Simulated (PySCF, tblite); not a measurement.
# C₅H₁₀N₂OSi: geometry, infrared bands, NMR shifts and electronic excitations

What infrared bands, NMR shifts and electronic excitations should C₅H₁₀N₂OSi (`C=N[Si@H](C)OCCC#N`) show?

The runs use tblite 0.8.0 and PySCF 2.14.0, with density-fitted response routines of our own; the level of theory stands in each step. All values are computed, except where a source is named. Atoms count from 0, in the outputs and in this text.

## 1. Starting geometry

19 atoms, charge 0, multiplicity 1; geometry from: force field or distance geometry start.

Bonds of the start (Å): C0–N1 1.30, N1–Si2 1.74, Si2–C3 1.85, Si2–O4 1.66, O4–C5 1.43, C5–C6 1.53, C6–C7 1.46, C7–N8 1.17, C0–H9 1.11, C0–H10 1.10, Si2–H11 1.49, C3–H12 1.11, C3–H13 1.09, C3–H14 1.09, C5–H15 1.08, C5–H16 1.10, C6–H17 1.10, C6–H18 1.09.

## 2. Relaxing the molecule with GFN2-xTB

Job settings and geometry (Å):

```
{"job": {"kind": "relax", "xc": "GFN2-xTB", "basis": "xTB"}, "charge": 0, "multiplicity": 1}
C     -1.249300    -1.577100    -1.440200
N     -1.292400    -0.281900    -1.408300
Si    -1.416800     0.420400     0.182700
C     -1.661100     2.238900    -0.071600
O     -0.032700     0.012300     0.993400
C      1.227300     0.388000     0.437600
C      2.291300    -0.600500     0.909300
C      2.128800    -1.895900     0.247100
N      1.997000    -2.926200    -0.290500
H     -1.315900    -2.244200    -0.554900
H     -1.170700    -2.079300    -2.418100
H     -2.584400    -0.196000     0.869000
H     -1.741400     2.754000     0.906300
H     -2.570700     2.442300    -0.628600
H     -0.827600     2.683500    -0.611100
H      1.221600     0.434100    -0.644900
H      1.482600     1.390600     0.822900
H      2.217900    -0.749100     1.997500
H      3.286500    -0.204500     0.695100
```

Command:

```
$ OMP_NUM_THREADS=1 python probes_run.py task.json out
```

One launch serves the whole session: the jobs run in the order shown.

**Question.** This job is followed by: GFN2-xTB harmonic vibrations, gas phase; PBE0-D3(BJ)/def2-SVP geometry optimisation, gas phase; GIAO PBE0/pcSseg-1 NMR shielding, non-relativistic, gas phase; TDDFT PBE0/def2-SVPD, vertical, gas phase, core orbitals frozen in the response; GIAO CAM-B3LYP/pcSseg-1 NMR shielding, non-relativistic, gas phase. What will the session give for the following? strongest single infrared mode (GFN2-xTB); zero-point energy (GFN2-xTB); point group; rotational constants (main isotopes); ¹³C shifts against TMS (PBE0/pcSseg-1); ¹H shifts against TMS (PBE0/pcSseg-1, means over atoms taken as alike); ¹⁵N shifts against NH3 (PBE0/pcSseg-1); ²⁹Si shifts against TMS (PBE0/pcSseg-1); ¹⁷O shifts against H2O (PBE0/pcSseg-1); surface potential, 1st and 99th percentile; lowest singlet (PBE0/def2-SVPD); brightest single state of those computed; lowest triplet; vertical ionisation energy (ΔSCF); range of the shift of N1.

The runs gave:

```
                                                              quantity                                               value
                             strongest single infrared mode (GFN2-xTB)                               2278 cm⁻¹, 296 km/mol
                                          zero-point energy (GFN2-xTB)                                       89.6 kcal/mol
                                                           point group                                                  C1
                                  rotational constants (main isotopes)                                1.88, 1.08, 0.81 GHz
                                ¹³C shifts against TMS (PBE0/pcSseg-1)                   183.7, 125.8, 60.8, 23.1, 0.4 ppm
¹H shifts against TMS (PBE0/pcSseg-1, means over atoms taken as alike)  8.82, 8.79, 5.31, 4.19, 3.79, 2.42, 1.92, 0.35 ppm
                                ¹⁵N shifts against NH3 (PBE0/pcSseg-1)                                    417.0, 308.3 ppm
                               ²⁹Si shifts against TMS (PBE0/pcSseg-1)                                             2.5 ppm
                                ¹⁷O shifts against H2O (PBE0/pcSseg-1)                                            49.9 ppm
                                 surface potential, 1st and 99th percentile                                  -1.60 V and 1.31 V
                                       lowest singlet (PBE0/def2-SVPD)                         4.04 eV (307 nm), f = 0.000
                              brightest single state of those computed                         state 9, 7.23 eV, f = 0.045
                                                        lowest triplet                                             3.42 eV
                                     vertical ionisation energy (ΔSCF)                                             9.04 eV
                                              range of the shift of N1                                  417.0 to 429.0 ppm
```

What this shows: Over 129 steps the energy fell by 0.543 eV; of the close pairs, C0–N1 changed most, 1.296 to 1.246 Å (GFN2-xTB). All 51 modes are real, so the xTB geometry is a minimum. The strongest single mode, at 2278 cm⁻¹, moves mainly H11. Unscaled tight-binding wavenumbers are off by several per cent, some by more. Its intensities can rank the bands wrongly. Relaxing lowered the energy by 0.319 eV in 23 steps; the close pair that moved most is C3–H14, from 1.059 to 1.100 Å (PBE0/def2-SVP). No frequency check was run at this level, so the end point may be a saddle. At PBE0/pcSseg-1: Shielding is most anisotropic at N1 (span 806 ppm, paramagnetic term -487 ppm). By nearest atom (PBE0/pcSseg-1), the HOMO sits on N1 62 %; H9 11 % and the LUMO on C0 36 %; N1 29 %. The first singlet state (HOMO→LUMO 0.98) lies at 4.04 eV and is dark; of the 10 states computed, the strongest absorption comes from state 9 at 7.23 eV. The lowest triplet lies 0.62 eV below the lowest singlet (triplets in Tamm-Dancoff, singlets in full TDDFT). ΔSCF puts the ionisation energy at 9.04 eV, 1.98 eV above −ε(HOMO). In ppm, N1 moves most: its shift spreads over 12.0 ppm, from 417.0 (PBE0/pcSseg-1) to 429.0 (CAM-B3LYP/pcSseg-1).
